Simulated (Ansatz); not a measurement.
# CHf: the cost of one run

Computed with Ansatz 0.2.0, Gaussian basis. Level: def2-QZVPP, core rule «outside noble gas», up to 5 orbitals frozen.

The runs, in order: UHF; ROHF; CCSD(T) on UHF.

## Step 1: The system

The geometry is a PBE0/def2-TZVP stationary point (not a proven minimum). No spin-orbit coupling is included. Elements past krypton take def2 core potentials.

2 atoms, charge 0, spin multiplicity 5.

Atoms are counted from 1 here; the program's logs count them from 0.

Bond lengths: Hf1–C2 2.091 Å.

## Step 2: UHF

File in.yaml:

```yaml
crystal:
  periodic: [false, false, false]
  atoms:
    - {symbol: Hf, position_ang: [0.000000, 0.000000, 0.000000]}
    - {symbol: C, position_ang: [0.000000, 0.000000, 2.090600]}
basis:
  gaussian: {orbitals: "def2-QZVPP.json"}
magnetization: {spin_polarized: true, initial_magnetization: 4}
hamiltonian: {xc: hf}
output: {orbitals: {seedname: orbitals}}
```

Run with:

```bash
$ ansatz run in.yaml --threads 1 --pin off --events-out ev --progress --plain --max-ram 3968MiB --backend cpu
```

**Question.** How long does this run take on 1 thread of AMD EPYC 7R13, shared host, and how much memory does it need?

About 8 s, with a peak of 0.29 GiB.
